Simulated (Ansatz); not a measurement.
**C7H5F3, 15 atoms: how the time falls with more hardware**

Aim: measure how long an MP2 calculation on a Hartree-Fock reference takes on C7H5F3, and how the time changes with the share of the machine.

Program: Ansatz 0.2.0 (MP2, HF, Gaussian basis). Host: Arm Neoverse N1, 56 cores, 56 hardware threads, 90 GiB; it was booked for these runs alone, one at a time. Each run is timed once from launch to exit, start-up included.

## 1. The job

A molecule of 15 atoms and 74 electrons, SMILES FC(F)(F)c1ccccc1, in the basis sto-3g.

## 2. First run

input.yaml

```yaml
crystal:
  periodic: [false, false, false]
  atoms:
    - { symbol: F, position_ang: [2.7200, 0.3600, -1.1800] }
    - { symbol: C, position_ang: [2.2000, 0.0400, 0.0400] }
    - { symbol: F, position_ang: [2.7100, 0.9400, 0.9100] }
    - { symbol: F, position_ang: [2.7600, -1.1600, 0.3700] }
    - { symbol: C, position_ang: [0.6900, 0.0100, 0.0300] }
    - { symbol: C, position_ang: [0.0000, -1.1700, -0.3000] }
    - { symbol: C, position_ang: [-1.3900, -1.1900, -0.3200] }
    - { symbol: C, position_ang: [-2.1100, -0.0400, -0.0300] }
    - { symbol: C, position_ang: [-1.4400, 1.1400, 0.2800] }
    - { symbol: C, position_ang: [-0.0500, 1.1700, 0.3100] }
    - { symbol: H, position_ang: [0.5500, -2.0800, -0.5300] }
    - { symbol: H, position_ang: [-1.9200, -2.1100, -0.5700] }
    - { symbol: H, position_ang: [-3.2000, -0.0500, -0.0600] }
    - { symbol: H, position_ang: [-2.0000, 2.0500, 0.5000] }
    - { symbol: H, position_ang: [0.4700, 2.1000, 0.5500] }
basis:
  gaussian: { orbitals: sto-3g }
correlation: { method: mp2 }
output: { forces: true }
```

Run with:

```sh
$ taskset -c 8-63 ansatz run input.yaml --threads 32 --backend cpu --max-ram 64GiB --events-out ev --progress --plain --runs-dir out
```

The program printed:

```text
Engine: ansatz 0.2.0, aarch64-unknown-linux-gnu
Functional definition: HF
  exchange = exact_x
  correlation = 0
796 factors; integrals over basis functions are off by at most 4.9e-5 eV
mean field evaluation 1: about -15200.6051 eV, gradient 4.2e1 eV
mean field evaluation 2: about -15201.0497 eV, gradient 4.2e1 eV
mean field evaluation 4: about -15207.1725 eV, gradient 3.4e0 eV
mean field evaluation 8: about -15207.2170 eV, gradient 2.1e-4 eV
mean field -15207.21700175 eV, -558.8549169923 hartree, gradient 2.2e-6 eV, S^2 0.000000; 0 other end points of the search recorded, 0 dependent functions left out; unrestricted orbitals would lower it
10 core orbitals not correlated: weight in the atoms' cores, before any rotation towards them, 1.000 or more for the frozen orbitals, at most 0.000 for the correlated occupied ones
reference -15207.21700175 eV, -558.8549169923 hartree; 27, 27 occupied and 18, 18 virtual orbitals, 796 factors
second order -12.02220753 eV of doubles, -0.00000000 eV of singles
the calculation of the forces begins
mean field evaluation 16: about -15206.7148 eV, gradient 5.3e-1 eV
Total energy: -15219.23920927 eV, -559.2967249700 hartree
Atom 0 at     2.720000     0.360000    -1.180000 Å, force     0.469005     0.580892    -2.148434 eV/Å
Atom 1 at     2.200000     0.040000     0.040000 Å, force     0.980581    -0.444558    -0.252027 eV/Å
Atom 2 at     2.710000     0.940000     0.910000 Å, force     0.569630     1.952009     1.830422 eV/Å
Atom 3 at     2.760000    -1.160000     0.370000 Å, force     0.379782    -2.013195     0.530329 eV/Å
Atom 4 at     0.690000     0.010000     0.030000 Å, force    -1.749456    -0.167302    -0.060746 eV/Å
Atom 5 at     0.000000    -1.170000    -0.300000 Å, force     0.741741    -0.307653     0.014319 eV/Å
Atom 6 at    -1.390000    -1.190000    -0.320000 Å, force    -0.423216    -0.928783    -0.282226 eV/Å
Atom 7 at    -2.110000    -0.040000    -0.030000 Å, force    -1.102906     0.253976    -0.002717 eV/Å
Atom 8 at    -1.440000     1.140000     0.280000 Å, force    -0.428600     0.843461     0.206180 eV/Å
Atom 9 at    -0.050000     1.170000     0.310000 Å, force     0.776755     0.468996     0.138674 eV/Å
Atom 10 at     0.550000    -2.080000    -0.530000 Å, force     0.403818    -0.437654    -0.092403 eV/Å
Atom 11 at    -1.920000    -2.110000    -0.570000 Å, force    -0.158531    -0.389413    -0.105439 eV/Å
Atom 12 at    -3.200000    -0.050000    -0.060000 Å, force    -0.438089    -0.048718     0.019231 eV/Å
Atom 13 at    -2.000000     2.050000     0.500000 Å, force    -0.252370     0.335322     0.081642 eV/Å
Atom 14 at     0.470000     2.100000     0.550000 Å, force     0.231855     0.302618     0.123196 eV/Å
Dipole moment:    -0.358550    -0.000492    -0.001125 e Å
```

Wall time 0.51 s, CPU time 8.4 s, peak memory 0.2 GiB, 17 SCF iterations in all (32 threads).

Size of the job: 74 electrons, 55 basis functions.

## 3. On 2 threads

input.yaml is that of step 2.

Run with:

```sh
$ taskset -c 8-63 ansatz run input.yaml --threads 2 --backend cpu --max-ram 64GiB --events-out ev --progress --plain --runs-dir out
```

The program printed:

```text
pinning: not binding workers (pin `auto` leaves the workers unbound: those that work in every phase are 16 at the most and take half of the cores in the planning thread's mask or fewer, and bound, runs started alike would share the same CPUs; alone on the mach
[... 4 set-up lines as earlier in the session ...]
796 factors; integrals over basis functions are off by at most 4.9e-5 eV
mean field evaluation 1: about -15200.6051 eV, gradient 4.2e1 eV
mean field evaluation 2: about -15201.0497 eV, gradient 4.2e1 eV
mean field evaluation 4: about -15207.1725 eV, gradient 3.4e0 eV
mean field evaluation 8: about -15207.2170 eV, gradient 2.1e-4 eV
mean field -15207.21700175 eV, -558.8549169923 hartree, gradient 2.2e-6 eV, S^2 0.000000; 0 other end points of the search recorded, 0 dependent functions left out; unrestricted orbitals would lower it
10 core orbitals not correlated: weight in the atoms' cores, before any rotation towards them, 1.000 or more for the frozen orbitals, at most 0.000 for the correlated occupied ones
[... 1 line left out ...]
second order -12.02220753 eV of doubles, -0.00000000 eV of singles
[... 2 lines left out ...]
Total energy: -15219.23920927 eV, -559.2967249700 hartree
Atom 0 at     2.720000     0.360000    -1.180000 Å, force     0.469005     0.580892    -2.148434 eV/Å
Atom 1 at     2.200000     0.040000     0.040000 Å, force     0.980581    -0.444558    -0.252027 eV/Å
Atom 2 at     2.710000     0.940000     0.910000 Å, force     0.569630     1.952009     1.830422 eV/Å
Atom 3 at     2.760000    -1.160000     0.370000 Å, force     0.379782    -2.013195     0.530329 eV/Å
Atom 4 at     0.690000     0.010000     0.030000 Å, force    -1.749456    -0.167302    -0.060746 eV/Å
Atom 5 at     0.000000    -1.170000    -0.300000 Å, force     0.741741    -0.307653     0.014319 eV/Å
Atom 6 at    -1.390000    -1.190000    -0.320000 Å, force    -0.423216    -0.928783    -0.282226 eV/Å
Atom 7 at    -2.110000    -0.040000    -0.030000 Å, force    -1.102906     0.253976    -0.002717 eV/Å
Atom 8 at    -1.440000     1.140000     0.280000 Å, force    -0.428600     0.843461     0.206180 eV/Å
Atom 9 at    -0.050000     1.170000     0.310000 Å, force     0.776755     0.468996     0.138674 eV/Å
Atom 10 at     0.550000    -2.080000    -0.530000 Å, force     0.403818    -0.437654    -0.092403 eV/Å
Atom 11 at    -1.920000    -2.110000    -0.570000 Å, force    -0.158531    -0.389413    -0.105439 eV/Å
Atom 12 at    -3.200000    -0.050000    -0.060000 Å, force    -0.438089    -0.048718     0.019231 eV/Å
Atom 13 at    -2.000000     2.050000     0.500000 Å, force    -0.252370     0.335322     0.081642 eV/Å
Atom 14 at     0.470000     2.100000     0.550000 Å, force     0.231855     0.302618     0.123196 eV/Å
Dipole moment:    -0.358550    -0.000492    -0.001125 e Å
```

Wall time 2.7 s, CPU time 5 s, peak memory 0.19 GiB, 17 SCF iterations in all (2 threads).

## 4. Speed-up with more threads

| threads | wall time | speed-up | efficiency | CPU time |
| --- | --- | --- | --- | --- |
| 2 | 2.7 s | 1 | 100 % | 5 s |
| 32 | 0.51 s | 5.2 | 33 % | 8.4 s |

## 5. Results

| quantity | value |
| --- | --- |
| reference | 0.51 s on 32 threads |
| fastest over threads | 0.51 s on 32 |
| speed-up from 2 to 32 threads | 5.2 (33 % efficient) |

What this shows: Going from 2 to 32 threads cuts the time by a factor of 5.2, 33 % of the ideal. At a few seconds, start-up and serial parts weigh heavily. The figures hold for this build, input and host.
